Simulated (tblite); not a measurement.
# C5H10OSSi2: the cost of one run

Programs: tblite 0.8.0 and PySCF 2.14.0, with density-fitted response routines of our own. Each step states its level of theory. These are calculated values for one molecule in the gas phase, unless marked as measured. Atoms are numbered from 0 throughout.

### Step 1. Starting geometry

19 atoms, charge 0, multiplicity 1; geometry from: force field or distance geometry start.

Bonds of the start (Å): C0–C1 1.21, C1–Si2 1.86, Si2–C3 1.88, C3–C4 1.54, C4–O5 1.44, O5–C6 1.42, C6–S7 1.80, S7–Si8 2.14, Si8–C3 1.86, C0–H9 1.06, Si2–H10 1.49, Si2–H11 1.48, C3–H12 1.08, C4–H13 1.09, C4–H14 1.10, C6–H15 1.10, C6–H16 1.10, Si8–H17 1.48, Si8–H18 1.48.

### Step 2. Optimising the geometry with GFN2-xTB

The job: settings as JSON, then the geometry in Å.

```
{"job": {"kind": "relax", "xc": "GFN2-xTB", "basis": "xTB"}, "charge": 0, "multiplicity": 1}
C      3.921400    -0.076900     1.431200
C      2.970400    -0.510800     0.815500
Si     1.516400    -1.201500    -0.118500
C      0.209400     0.118600    -0.402200
C     -0.383900     0.711100     0.887800
O     -1.307900     1.758200     0.554800
C     -2.600100     1.295600     0.183600
S     -2.676000     0.655400    -1.495900
Si    -1.065300    -0.757500    -1.430100
H      4.742800     0.315800     1.973500
H      0.923600    -2.322000     0.656400
H      1.984200    -1.743300    -1.416200
H      0.630300     0.925000    -0.985400
H     -0.857500    -0.027700     1.534100
H      0.410100     1.189800     1.473800
H     -3.278200     2.153300     0.253300
H     -2.965900     0.556200     0.912300
H     -0.601500    -1.055300    -2.806900
H     -1.582100    -1.974600    -0.757900
```

The run is started by

```bash
$ OMP_NUM_THREADS=1 python probes_run.py task.json out
```

One launch serves the whole session: the jobs run in the order shown.

**Question.** How long does this first job take on 1 thread of Arm Neoverse N1, shared host?

About 1.4 s.
